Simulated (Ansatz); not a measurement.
**PtSe: elastic constants with PBE**

The system is PtSe.

```
Pt Se
1.0
     0.00000    3.03745    3.03745
     3.03745    0.00000    3.03745
     3.03745    3.03745    0.00000
Pt Se
1 1
Direct
  0.00000 0.00000 0.00000
  0.25000 0.25000 0.25000
```

The cell comes from a database or a generator and needn't be the stable form of this composition.

```yaml
Program: Ansatz 0.2.0
Task: elastic constants
Functional: PBE
Potentials_or_basis: all-electron LAPW, scalar-relativistic
Cutoff: 276 eV (chosen from the basis error)
Basis_error_allowed: 0.002 eV/atom
k_mesh: 6 × 6 × 6
Occupations: fermi-dirac, width 0.05 eV
Spin: no spin polarisation
```

```yaml
Pressure: -11.1 GPa
Band_gap_on_the_k_mesh: none (metal or under the smearing width)
Clamped-ion_elastic_constants_C11_C12_C44: 41, 21, 4 GPa
Voigt_bulk_modulus: 28 GPa
```

Levels at points of the mesh, in eV from the Fermi level:
```csv
k point,band 30,band 31,band 32,band 33,band 34,band 35,band 36,band 37
"(0.00, 0.00, 0.00)",-2.12,-2.12,0.33,1.68,1.68,1.68,6.59,6.59
"(0.00, 0.00, -0.50)",-2.01,-2.01,-1.87,0.51,0.51,2.43,7.48,7.48
"(0.00, -0.50, -0.50)",-2.08,-1.87,-1.85,-0.91,-0.91,4.25,4.48,8.88
```

Elastic tensor in Voigt notation (GPa, ions clamped, in the Cartesian axes of the cell as first typed):
```
41 21 21  0  0  0
21 41 21  0  0  0
21 21 41  0  0  0
 0  0  0  4  0  0
 0  0  0  0  4  0
 0  0  0  0  0  4
```

It took 2.4 min on 1 thread of Arm Neoverse V1, on a shared host, peak memory 0.36 GiB.

Caveat: the k mesh is thin for a metal, which can move the energy by tens of meV per atom; a metal's response needs a denser mesh; the cell is more than 3 GPa from zero pressure, which shifts response properties; elastic constants of metals need much finer meshes, so these are rough. Spin-orbit coupling is left out, which matters for the levels of Pt.
